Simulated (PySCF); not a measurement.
# DyH3O3 (Dy(OH)3+): the cost of one run

Method: PBE0, Dy lcecp-2-SVP with ECP54, O def2-SVP, H def2-SVP; scalar-relativistic core potentials, no spin–orbit coupling; program: PySCF 2.14.0.

1 further run of the same task is left out (for a known fault of the program).

## Step 1: Starting geometry

7 atoms, charge 1, spin multiplicity 1.

Bond lengths: Dy1–O2 2.031 Å, Dy1–O4 2.031 Å, Dy1–O6 2.031 Å, O2–H3 0.966 Å, O4–H5 0.966 Å, O6–H7 0.966 Å. Angles: O2–Dy1–O4 120.0°, O2–Dy1–O6 120.0°, O4–Dy1–O6 120.0°, Dy1–O2–H3 158.7°, Dy1–O4–H5 158.7°, Dy1–O6–H7 158.7°.

Geometry (Å):

```xyz
7
charge 1, multiplicity 1
Dy    0.0000    0.0000    0.0000
O     2.0306    0.0000    0.0000
H     2.9306    0.0000    0.3500
O    -1.0153    1.7586    0.0000
H    -1.4653    2.5380    0.3500
O    -1.0153   -1.7586    0.0000
H    -1.4653   -2.5380    0.3500
```

Formal oxidation states: Dy +4. Each metal's 8 4f electrons lie in its core potential, so multiplicities, spins and levels count the valence alone.

## Step 2: SCF at the start, singlet

run.py (the lines that set the calculation) reads:

```python
mol = gto.M(atom='''
Dy     0.00000     0.00000     0.00000
O      2.03060     0.00000     0.00000
H      2.93060     0.00000     0.35000
O     -1.01530     1.75860     0.00000
H     -1.46530     2.53800     0.35000
O     -1.01530    -1.75860     0.00000
H     -1.46530    -2.53800     0.35000''',
    basis={'Dy': 'lcecp-2-SVP', 'O': 'def2-SVP', 'H': 'def2-SVP'},
    ecp={'Dy': 'lcecp-2-SVP'},
    charge=1, spin=0)
mf = dft.RKS(mol, xc='PBE0')
mf.grids.atom_grid = (50, 194)  # f atoms: unpruned, at least (60, 302)
mf = mf.density_fit()  # fitting sets: Dy AutoAux, O def2-universal-JKFIT, H def2-universal-JKFIT
mf.conv_tol = 1e-08; mf.max_cycle = 55
mf.kernel(dm0)  # dm0: free metal ions and neutral atoms
```

Launch:

```
$ OMP_NUM_THREADS=2 python run.py
```

What time and memory should one allow on 2 threads of Arm Neoverse V2, shared host?

About 1.9 s, with a peak of 0.5 GiB.
